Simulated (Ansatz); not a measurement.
Here is an Ansatz input file for GaIr, space group Pm-3m. Write the same calculation for the Python package.

```yaml
crystal:
  lattice: { bravais: cubic, a: 3.004 }
  space_group: 221
  atoms:
    - { symbol: Ga, position: [0.0, 0.0, 0.0] }
    - { symbol: Ir, position: [0.5, 0.5, 0.5] }
basis:
  ecutwfc: 500.0
kpoints:
  mp_grid: { grid: [7, 7, 7] }
hamiltonian:
  xc: r2scan
scf:
  occupations: { method: fermi_dirac, width: 0.1 }
relax:
  cell: {}
output:
  write_density: true
  dos: { de: 0.05, method: { smearing: { sigma: 0.2 } } }
```

On the command line:
```console
$ ansatz run input.yaml --threads 1 --pin off --max-ram 3072MiB --backend cpu --events-out ev --progress --plain --runs-dir out
crystal.space_group: 221 is read as Pm-3m: the typed cell holds Ga1Ir1 (Ga 1a, Ir 1b). Least distances (Å): Ga–Ga 3.004, Ga–Ir 2.602, Ir–Ir 3.004
crystal.space_group generates its sites in this order, which a site index counts, at these fractional coordinates of the primitive cell where crystal.reduce_to_primitive is true, and else of the cell that is read (crystal.supercell repeats the list replica by replica, and crystal.defects acts on that): 0: Ga [0.000000, 0.000000, 0.000000]; 1: Ir [0.500000, 0.500000, 0.500000];
Engine: ansatz 0.2.0, aarch64-unknown-linux-gnu
Pseudopotentials: kind: paw
Pseudopotential: Ga, paw, valence charge 13, recommended cutoff 500 eV (meta_gga), Ga.paw.azcp
Pseudopotential: Ir, paw, valence charge 17, recommended cutoff 500 eV (meta_gga), Ir.paw.azcp
Functional definition: r2SCAN
  parameter k0 = 0.174
  parameter k1 = 0.065
  parameter a1 = 4.9479
  exchange = r2scan_x(k0 = k0, k1 = k1, a1 = a1)
  correlation = r2scan_c
Crystal: 2 atoms, lattice volume = 27.108 Å³
Basis set: ecut = 500 eV, 691 PW (Γ), exchange–correlation on 96×96×96 points (64 copies of the dense FFT grid, shifted against one another)
Bands: 19, of which v1, the nominal top of the filled ones, is band 15 counted from 1 (14 counted from 0)
Symmetry: 48 space group operations
Space group: Pm-3m (ITA 221), of the structure as read, at distance tolerance 3.0e-5 Å
k-points: 20 of 343
Non-local potential: Ga, projectors of the file, l = 0: 2, l = 1: 2, l = 2: 3, l = 3: 1
Non-local potential: Ir, projectors of the file, l = 0: 3, l = 1: 2, l = 2: 2, l = 3: 1
PAW form: soft (Blöchl's): semilocal exchange-correlation on the pseudo side does not see the compensation charge
PAW frozen core: Ga, regenerated for the run's functional (the file was generated under x = pbe(κ = 0.804, μ = 0.2195149727645171), c = pbe(β = 0.06672455060314922))
PAW frozen core: Ir, regenerated for the run's functional (the file was generated under x = pbe(κ = 0.804, μ = 0.2195149727645171), c = pbe(β = 0.06672455060314922))
PAW one-centre angular grid: Ga, 590 points (default); XC on 160 Gauss nodes
PAW one-centre angular grid: Ir, 590 points (default); XC on 160 Gauss nodes
Initial density: superposition of atomic densities (neutral atoms: chi_scale 0, normalization atom), corrected by the library's trained network
Initial wavefunctions: pseudopotential atomic-orbital guess
Functional: x = r2scan, c = r2scan; τ floored in thin density (d = 2e-4 eV/Å³)
SCF iter   1: F=—  HF=-15739.824875 eV  |F-HF|=—  |Δ(HF+E_count)|=         —  Δρ=1.31e-2  dr2=2.19e-2  dr2_τ=5.08e-2  ethr=1.77e-3  ⟨swp⟩=4.6  Hψ=1564  notcnv=0
preconditioner: auto → none  [insulator: Δε(μ)=0.255 eV  Ē_g=15.384 eV  σ=0.100 eV  W_gap=0.56  n_scr=6 (ndim 8)  ℏωp=33.5 eV  f_vac=0.000  D(μ)=0.43/eV (n_scr^D=0)  ε∞_Penn≈5.7]
SCF iter   2: F=—  HF=-15739.856816 eV  |F-HF|=—  |Δ(HF+E_count)|=   3.19e-2  Δρ=5.42e-3  dr2=3.17e-3  dr2_τ=1.34e-3  ethr=7.30e-5  ⟨swp⟩=2.0  Hψ=844  notcnv=0
SCF iter   3: F=—  HF=-15739.857053 eV  |F-HF|=—  |Δ(HF+E_count)|=   2.37e-4  Δρ=3.09e-3  dr2=8.23e-4  dr2_τ=1.66e-4  ethr=1.06e-5  ⟨swp⟩=2.8  Hψ=676  notcnv=0
SCF iter   4: F=—  HF=-15739.857538 eV  |F-HF|=—  |Δ(HF+E_count)|=   4.85e-4  Δρ=1.95e-3  dr2=8.39e-4  dr2_τ=9.49e-5  ethr=2.74e-6  ⟨swp⟩=2.0  Hψ=600  notcnv=0
SCF iter   5: F=—  HF=-15739.857329 eV  |F-HF|=—  |Δ(HF+E_count)|=   2.09e-4  Δρ=3.64e-4  dr2=4.49e-5  dr2_τ=9.20e-7  ethr=2.74e-6  ⟨swp⟩=2.1  Hψ=596  notcnv=0
SCF iter   6: F=—  HF=-15739.857316 eV  |F-HF|=—  |Δ(HF+E_count)|=   1.27e-5  Δρ=9.10e-5  dr2=1.96e-6  dr2_τ=2.87e-7  ethr=1.50e-7  ⟨swp⟩=2.1  Hψ=543  notcnv=0
SCF iter   7: F=—  HF=-15739.857316 eV  |F-HF|=—  |Δ(HF+E_count)|=  2.51e-10  Δρ=2.26e-5  dr2=1.30e-7  dr2_τ=4.97e-9  ethr=6.55e-9  ⟨swp⟩=2.3  Hψ=496  notcnv=0
SCF iter   8: F=-15739.857316 eV  HF=-15739.857316 eV  |F-HF|=3.71e-9  |Δ(HF+E_count)|=   6.43e-9  Δρ=3.33e-6  dr2=4.63e-9  dr2_τ=1.69e-10  ethr=3.33e-10  ⟨swp⟩=4.0  Hψ=1348  notcnv=0
SCF 1 converged in 8 iterations: F = -15739.857316 eV  dr2 = 4.63e-9
  greatest PAW one-centre occupation: 1.002 electrons in one spin orbital (limit 2), on the Ir atom at site 1 (counted from 0), in its partial waves of l = 1
relax step   1: F+E_penalty+E_count = -15739.85731613 eV  Δ(F+E_penalty+E_count) = +0.000e0 eV  max|allowed force component| = 2.472e-29 eV/Å  Δτ_max = 0.0000 Å  P = +5.607 GPa  Ω = 27.108 Å³  (8 SCF iters, dr2 threshold 1.00e-7 eV, accepted)
Crystal: 2 atoms, lattice volume = 28.068 Å³
Basis set: ecut = 500 eV, 739 PW (Γ), exchange–correlation on 96×96×96 points (64 copies of the dense FFT grid, shifted against one another)
Initial density: handed on by an earlier stage of this run
Initial wavefunctions: those handed on with the density
iter 1 solved again at ethr=7.00e-6 eV; its pass at ethr=3.10e-3 eV (dr2=2.10e-3 eV) is discarded
SCF iter   1: F=—  HF=-15739.815164 eV  |F-HF|=—  |Δ(HF+E_count)|=         —  Δρ=2.62e-3  dr2=2.12e-3  dr2_τ=4.30e-2  ethr=7.00e-6  ⟨swp⟩=1.8  Hψ=2098  notcnv=0
preconditioner: auto → none  [insulator: Δε(μ)=0.281 eV  Ē_g=15.005 eV  σ=0.100 eV  W_gap=0.60  n_scr=6 (ndim 8)  ℏωp=32.9 eV  f_vac=0.000  D(μ)=0.41/eV (n_scr^D=0)  ε∞_Penn≈5.8]
SCF iter   2: F=—  HF=-15739.864045 eV  |F-HF|=—  |Δ(HF+E_count)|=   4.89e-2  Δρ=3.05e-3  dr2=3.98e-3  dr2_τ=8.11e-4  ethr=7.00e-6  ⟨swp⟩=2.0  Hψ=709  notcnv=0
SCF iter   3: F=—  HF=-15739.863200 eV  |F-HF|=—  |Δ(HF+E_count)|=   8.45e-4  Δρ=1.30e-3  dr2=6.40e-4  dr2_τ=2.34e-5  ethr=7.00e-6  ⟨swp⟩=2.0  Hψ=462  notcnv=0
SCF iter   4: F=—  HF=-15739.863196 eV  |F-HF|=—  |Δ(HF+E_count)|=   3.82e-6  Δρ=9.04e-4  dr2=2.92e-4  dr2_τ=3.54e-5  ethr=2.13e-6  ⟨swp⟩=2.0  Hψ=614  notcnv=0
SCF iter   5: F=—  HF=-15739.863158 eV  |F-HF|=—  |Δ(HF+E_count)|=   3.82e-5  Δρ=6.18e-4  dr2=1.45e-4  dr2_τ=7.72e-6  ethr=9.74e-7  ⟨swp⟩=1.0  Hψ=380  notcnv=0
SCF iter   6: F=—  HF=-15739.863131 eV  |F-HF|=—  |Δ(HF+E_count)|=   2.63e-5  Δρ=2.31e-4  dr2=2.05e-5  dr2_τ=1.16e-6  ethr=4.85e-7  ⟨swp⟩=2.0  Hψ=431  notcnv=0
SCF iter   7: F=—  HF=-15739.863127 eV  |F-HF|=—  |Δ(HF+E_count)|=   4.30e-6  Δρ=3.77e-5  dr2=5.07e-7  dr2_τ=2.75e-8  ethr=6.82e-8  ⟨swp⟩=2.0  Hψ=463  notcnv=0
SCF iter   8: F=-15739.863127 eV  HF=-15739.863127 eV  |F-HF|=3.54e-8  |Δ(HF+E_count)|=   6.94e-8  Δρ=1.08e-5  dr2=4.22e-8  dr2_τ=3.78e-9  ethr=6.67e-10  ⟨swp⟩=4.4  Hψ=1373  notcnv=0
SCF 2 converged in 8 iterations: F = -15739.863127 eV  dr2 = 4.22e-8
relax step   2: F+E_penalty+E_count = -15739.86312702 eV  Δ(F+E_penalty+E_count) = -5.811e-3 eV  max|allowed force component| = 5.811e-29 eV/Å  Δτ_max = 0.0000 Å  P = -3.135 GPa  Ω = 28.068 Å³  energy of the carried Pulay correction = -7.010e-4 eV  (8 SCF iters, dr2 threshold 2.00e-7 eV, accepted)
Crystal: 2 atoms, lattice volume = 27.716 Å³
[... 22 lines left out ...]
preconditioner: auto → none  [insulator: Δε(μ)=0.304 eV  Ē_g=15.130 eV  σ=0.100 eV  W_gap=0.64  n_scr=6 (ndim 8)  ℏωp=33.1 eV  f_vac=0.000  D(μ)=0.38/eV (n_scr^D=0)  ε∞_Penn≈5.8]
SCF iter   2: F=—  HF=-15739.867470 eV  |F-HF|=—  |Δ(HF+E_count)|=   7.61e-5  Δρ=1.50e-4  dr2=1.86e-7  dr2_τ=1.59e-6  ethr=2.06e-9  ⟨swp⟩=2.0  Hψ=600  notcnv=0
SCF iter   3: F=—  HF=-15739.867497 eV  |F-HF|=—  |Δ(HF+E_count)|=   2.68e-5  Δρ=2.32e-5  dr2=2.86e-8  dr2_τ=3.62e-8  ethr=6.22e-10  ⟨swp⟩=2.0  Hψ=603  notcnv=0
SCF iter   4: F=—  HF=-15739.867497 eV  |F-HF|=—  |Δ(HF+E_count)|=   5.91e-7  Δρ=6.41e-6  dr2=7.05e-9  dr2_τ=1.79e-9  ethr=9.52e-11  ⟨swp⟩=2.0  Hψ=600  notcnv=0
SCF iter   5: F=—  HF=-15739.867497 eV  |F-HF|=—  |Δ(HF+E_count)|=   6.18e-9  Δρ=2.86e-6  dr2=9.00e-10  dr2_τ=1.82e-10  ethr=2.35e-11  ⟨swp⟩=2.0  Hψ=494  notcnv=0
SCF iter   6: F=—  HF=-15739.867497 eV  |F-HF|=—  |Δ(HF+E_count)|=  2.80e-10  Δρ=8.35e-7  dr2=5.57e-11  dr2_τ=4.48e-11  ethr=3.00e-12  ⟨swp⟩=2.0  Hψ=584  notcnv=0
SCF iter   7: F=-15739.867497 eV  HF=-15739.867497 eV  |F-HF|=2.55e-11  |Δ(HF+E_count)|=  5.71e-10  Δρ=2.02e-7  dr2=3.09e-12  dr2_τ=2.01e-12  ethr=1.00e-12  ⟨swp⟩=5.0  Hψ=1640  notcnv=0
SCF 5 converged in 7 iterations: F = -15739.867497 eV  dr2 = 3.09e-12
relax step   5: F+E_penalty+E_count = -15739.86749723 eV  Δ(F+E_penalty+E_count) = -4.641e-4 eV  max|allowed force component| = 4.076e-29 eV/Å  Δτ_max = 0.0000 Å  P = +0.016 GPa  Ω = 27.700 Å³  stress off target by 1.57e-2 GPa  SCF on the basis re-selected at this cell (its energy is not comparable with the rows above)  (7 SCF iters)
basis re-selected at this cell: Δ(F+E_penalty+E_count) = -4.641e-4 eV, ΔP = +0.011 GPa vs the last step (what re-selecting the basis moved, of the pressure what is left beyond the Pulay correction that the steps carried, after the strain that the cell walked since its last selection, with what the two solves' SCF thresholds leave and, on support functions, [...]
SCF converged after 7 iterations
Free energy (F): -15739.867497 eV
Harris-Foulkes:  -15739.867497 eV  (|F-HF|=2.55e-11)
Internal energy: -15739.853593 eV  (E = F + TS)
E sigma→0 (E₀):  -15739.860545 eV
Entropy (-TS):   -0.013904 eV (-6.952 meV/atom)
Fermi energy:    20.359463 eV
--- Per-component energies (eV) ---
  E_band       = -99.242864
  E_kinetic    = 743.192145
  E_local      = -2643.786675  (includes V_loc(G=0)·N_el)
  E_nonlocal   = 503.779860
  E_hartree    = 1169.304332
  E_xc         = -318.803993
  E_vxc        = -395.052697  (∫ρ·V_xc dr)
  E_paw        = -11256.953247  (= ΣΔE_a)
  E_vpaw       = -670.216621  (= ΣTr[D̂ρ^β])
  E_aug_tail   = -0.000061  (compensation charges beyond the density's cutoff)
  E_vtau       = 24.232454  (kinetic-family band-sum trace: ∫τ·v_τ [+ j·A + Jᵃ·Aᵃ] dr)
  E_ewald      = -3935.615991
  E_core_change = -0.969963  (= ΣΔE_core)
  E_smearing   = -0.013904  (= −TS)
  E_closure    = 0.000000  (closes the sum)
  Σ components = -15739.867497   (vs F -15739.867497, Δ=0.00e0)
--- Forces (eV/Å), atoms counted from 1 ---
  atom   1  Ga     0.00000000    -0.00000000     0.00000000
  atom   2  Ir    -0.00000000     0.00000000    -0.00000000
  max |Σ_I F_I| component: 8.05e-29 eV/Å
--- Stress (GPa, compression-positive) ---
        0.015690       0.000000      -0.000000
        0.000000       0.015690      -0.000000
       -0.000000      -0.000000       0.015690
  P = ⅓ Tr σ = 0.0157 GPa (0.157 kbar)
--- Band table (eV; the first three rows and the last of 20) ---
  k-point 0: bands = ["-74.1489", "-30.4091", "-30.4091", "-30.4091", "4.2313", "4.2313", "4.4864", "4.4864", "4.4864", "7.0702", "15.0992", "15.0992", "18.8334", "18.8334", "18.8334", "24.4677", "24.4677", "24.4677", "30.4038"]
  k-point 1: bands = ["-74.1479", "-30.4385", "-30.4067", "-30.4067", "4.2438", "4.2769", "4.4770", "4.4770", "4.4921", "7.4947", "15.1648", "15.1687", "18.2516", "18.2516", "18.8442", "22.6667", "25.4691", "25.4691", "31.4322"]
  k-point 2: bands = ["-74.1455", "-30.5040", "-30.4013", "-30.4013", "4.2721", "4.3774", "4.4560", "4.4560", "4.5051", "8.7168", "14.7057", "15.3200", "17.2902", "17.2902", "18.8689", "20.7944", "27.7096", "27.7096", "30.5187"]
  k-point 19: bands = ["-74.1331", "-30.5249", "-30.5245", "-30.5245", "4.3224", "4.3405", "4.3405", "4.6214", "4.6214", "13.1082", "13.6768", "13.6768", "19.7550", "19.7550", "19.7929", "21.6516", "24.3035", "24.3035", "27.5158"]
--- Relaxed structure (4 steps of the walk, 4 accepted, 1 SCFs on fresh bases) ---
  F+E_penalty+E_count = -15739.86749723 eV   max|allowed force component| = 4.076e-29 eV/Å   (the final SCF, on the basis selected at the relaxed cell)
  cell:  # Å, volume = 27.7003 Å³
    - [3.0257169519117086, 2.5445212319922013e-18, 4.6699617330883456e-18]
    - [1.878162502462202e-16, 3.0257169519117086, 1.1395447122553831e-18]
    - [1.8994169074731636e-16, 1.864112737264834e-16, 3.0257169519117086]
  atoms:
    - { symbol: Ga, position: [1.709658184098802e-34, -5.476248870940609e-35, 2.1370727301231875e-35] }
    - { symbol: Ir, position: [0.4999999999999999, 0.49999999999999994, 0.5] }
```

`gair_vcrelax.py`:
```python
"""Relax cell and ions of GaIr."""

import itertools
import warnings

import ansatz as az
from ase import Atoms
from ase.data import atomic_numbers
from ase.io import write
import numpy as np
import spglib

def edges_and_angles(cell):
    cell = np.asarray(cell)
    a, b, c = np.linalg.norm(cell, axis=1)
    cosines = cell[1] @ cell[2] / (b * c), cell[0] @ cell[2] / (a * c), cell[0] @ cell[1] / (a * b)
    return (a, b, c, *np.degrees(np.arccos(cosines)))


def main() -> None:
    warnings.simplefilter("ignore", az.DeckWarning)

    xtal = (
        az.Lattice.cubic(3.004)
        .space_group(221)
        .atom("Ga", [0.0, 0.0, 0.0])
        .atom("Ir", [0.5, 0.5, 0.5])
    )

    # every cell quantity that the symmetry leaves free
    setup = (
        xtal.calculation()
        .functional("r2scan")
        .occupations("Fermi-Dirac", width=0.1)
        .kpoints(7, 7, 7)
        .basis(500)
        .relax(cell=True)
        .density()
        .density_of_states(energy_step=0.05, method="smearing", broadening_width=0.2)
    )
    steps = []


    def collect(event):
        if event["event"] == "relax_step":
            steps.append(event["data"])


    result = setup.session().plan().execute(on_event=collect)
    summary = result.report
    print("step   energy (eV)     max comp. (eV/A)   P (GPa)  SCF")
    for s in steps:
        print(f"{s['step']:4d} {s['lagrangian_ev']:15.5f} {s['allowed_force_max_ev_ang']:12.4f} {s['pressure_gpa']:10.3f} {s['n_scf']:5d}")

    first, last = steps[0], steps[-1]
    symbols = [site.symbol for site in result.lattice.sites]
    print(f"energy gained {first['lagrangian_ev'] - last['lagrangian_ev']:.4f} eV in {len(steps) - 1} steps")
    for label, vectors in (("before", first["cell_ang"]), ("after", result.lattice.cell_ang)):
        print(label, "a b c (A) {:.4f} {:.4f} {:.4f}  angles {:.2f} {:.2f} {:.2f}".format(*edges_and_angles(vectors)), f" V = {abs(np.linalg.det(vectors)):.3f} A^3")
    print("final stress xx yy zz (GPa, compression positive):", np.round(np.diag(summary["stress_gpa"]), 3) + 0.0)

    change = np.array(last["positions_ang"]) @ np.linalg.inv(last["cell_ang"]) - np.array(first["positions_ang"]) @ np.linalg.inv(first["cell_ang"])
    moved = np.linalg.norm(change @ np.array(last["cell_ang"]), axis=1)
    print("displacement within the cell, strain taken out (A):", " ".join(f"{s}:{d:.3f}" for s, d in zip(symbols, moved)))

    relaxed = Atoms(symbols, positions=[site.position_ang for site in result.lattice.sites], cell=result.lattice.cell_ang, pbc=True)
    write("relaxed.extxyz", relaxed, format="extxyz")

    fractions = [site.position_frac for site in result.lattice.sites]
    numbers = [atomic_numbers[s] for s in symbols]
    for tolerance in (1e-3, 1e-2, 1e-1):
        print(f"space group at {tolerance} A:", spglib.get_spacegroup((result.lattice.cell_ang, fractions, numbers), symprec=tolerance))

    energy = summary["free_energy_ev"]
    print("GaIr: {:.6f} eV = {:.6f} Ry = {:.6f} Ha".format(energy, energy / 13.605693, energy / 27.211386))
    print("Fermi level {:.4f} eV, {} k-points, {} symmetry operations".format(summary["fermi_energy_ev"], summary["n_kpoints"], summary["n_symmetry_ops"]))

    # valence electrons inside a sphere about each atom
    rho = result.density()
    total = sum(channel.density_e_per_ang3 for channel in rho.channels[:2])
    grid_cell = np.asarray(rho.fft_grid_basis) @ result.lattice.cell_ang
    mesh = np.stack(np.meshgrid(*[np.arange(n) / n for n in rho.dims], indexing="ij"), axis=-1)
    for site in result.lattice.sites:
        offset = mesh - site.position_ang @ np.linalg.inv(grid_cell)
        offset -= offset.round()
        distance = np.min([np.linalg.norm((offset + shift) @ grid_cell, axis=-1) for shift in itertools.product((-1, 0, 1), repeat=3)], axis=0)
        inside = [total[distance < radius].sum() * rho.cell_volume_ang3 / total.size for radius in (0.8, 1.0, 1.2)]
        print(site.symbol, "electrons within 0.8, 1.0, 1.2 A:", np.round(inside, 2))

    dos = result.density_of_states()
    energy = np.asarray(dos.energies_ev) - dos.fermi_ev
    states, count = np.asarray(dos.spin_summed_g_bin_mean_per_ev), np.asarray(dos.spin_summed_integrated)
    g_fermi = float(np.interp(0.0, energy, states))
    print(f"g(E_F) = {g_fermi:.3f} states/eV per cell")
    # Sommerfeld coefficient of bare band electrons: pi^2 k_B^2 g / 3
    gamma = np.pi ** 2 / 3 * 8.617333e-5 ** 2 * g_fermi * 96485.33e3 / len(result.lattice.sites)
    print(f"bare Sommerfeld coefficient {gamma:.2f} mJ/(mol of atoms K^2)")
    for low, high in ((-10, -6), (-6, -3), (-3, 0), (0, 3)):
        print(f"states between {low} and {high} eV: {np.interp(high, energy, count) - np.interp(low, energy, count):.3f}")


if __name__ == "__main__":
    main()
```

```console
$ python gair_vcrelax.py
step   energy (eV)     max comp. (eV/A)   P (GPa)  SCF
   1    -15739.85732       0.0000      5.607     8
   2    -15739.86313       0.0000     -3.135     8
   3    -15739.86702       0.0000     -0.136     7
   4    -15739.86703       0.0000      0.005     3
   5    -15739.86750       0.0000      0.016     7
energy gained 0.0102 eV in 4 steps
before a b c (A) 3.0040 3.0040 3.0040  angles 90.00 90.00 90.00  V = 27.108 A^3
after a b c (A) 3.0257 3.0257 3.0257  angles 90.00 90.00 90.00  V = 27.700 A^3
final stress xx yy zz (GPa, compression positive): [0.016 0.016 0.016]
displacement within the cell, strain taken out (A): Ga:0.000 Ir:0.000
space group at 0.001 A: Pm-3m (221)
space group at 0.01 A: Pm-3m (221)
space group at 0.1 A: Pm-3m (221)
GaIr: -15739.867497 eV = -1156.858934 Ry = -578.429467 Ha
Fermi level 20.3595 eV, 20 k-points, 48 symmetry operations
Ga electrons within 0.8, 1.0, 1.2 A: [ 9.56 10.57 11.57]
Ir electrons within 0.8, 1.0, 1.2 A: [10.19 12.92 14.72]
g(E_F) = 0.343 states/eV per cell
bare Sommerfeld coefficient 0.40 mJ/(mol of atoms K^2)
states between -10 and -6 eV: 2.532
states between -6 and -3 eV: 5.092
states between -3 and 0 eV: 3.791
states between 0 and 3 eV: 2.267
```

Notes:
- Total energies depend on the potentials; only differences at equal settings carry meaning. A total without «per atom» is that of the cell as typed.
- Along an axis with an odd division the mesh misses the point at one half; a gap read on a finite mesh is an upper bound on this functional's gap.
- Semilocal gaps usually lie well under measured ones.
- Forces vanish by symmetry, so the ions can't move, and the end may be a saddle.
- An absolute Fermi energy rests on an arbitrary zero of the periodic potential and has no direct meaning.
- Energies along a relaxation are free energies. Rows at an unchanged volume are solved on a plane-wave basis chosen afresh for that cell, so the energy jumps there and such rows are no steps of the walk.
- An opening on this mesh may only mean that it misses a point where bands touch.
- The crystal has a gap of about 0.30 eV on the mesh; any density of states at or just above the Fermi level is the tail of the broadening.
- Spin-orbit coupling, which matters for elements this heavy, is left out.
- Grid values close to the nuclei reflect the PAW or pseudopotential construction, not the all-electron fields.
- The structure is a deposited one; some such entries were measured under pressure or heat, so a shift against it needn't be the functional's error alone.
- The computed bands are complete only to about 7.2 eV above the Fermi level; beyond that the density of states is undercounted.
- Timing: 11 s on 1 thread of Arm Neoverse V1 (shared host), peak memory 0.48 GiB.

(Lines on the test bed's own set-up are left out of the output.)
